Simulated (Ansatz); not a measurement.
Crystal: ZnH.

```
Zn H
1.0
     0.00000    2.21594    2.21594
     2.21594    0.00000    2.21594
     2.21594    2.21594    0.00000
Zn H
1 1
Direct
  0.00000 0.00000 0.00000
  0.25000 0.25000 0.25000
```

The cell was built by a generator and needn't be a form met in nature.

Base run:

- Program: Ansatz 0.2.0
- Functional: revPBE
- Potentials or basis: Ansatz PAW
- Cutoff: 420 eV
- Density cutoff: 1680 eV
- k mesh: 10 × 10 × 10
- Occupations: fermi-dirac, width 0.05 eV
- Spin: no spin polarisation

Its results: band gap on the k mesh none (metal or under the smearing width); pressure 1.7 GPa.

Question: The run is repeated on the same cell with these changes: functional from revPBE to PBE. What comes out?

Answer: Band gap on the k mesh none (metal or under the smearing width); pressure 0.2 GPa.

PBE binds more tightly than revPBE, so the same cell stands under less pressure.

Caveats: the potentials were made for another functional, which shifts forces and pressure (some runs); the PAW data sets come from PBE, with cores solved anew for the run's functional, which leaves a small shift of forces and pressure (some runs).

Not every run made on this cell is shown here.
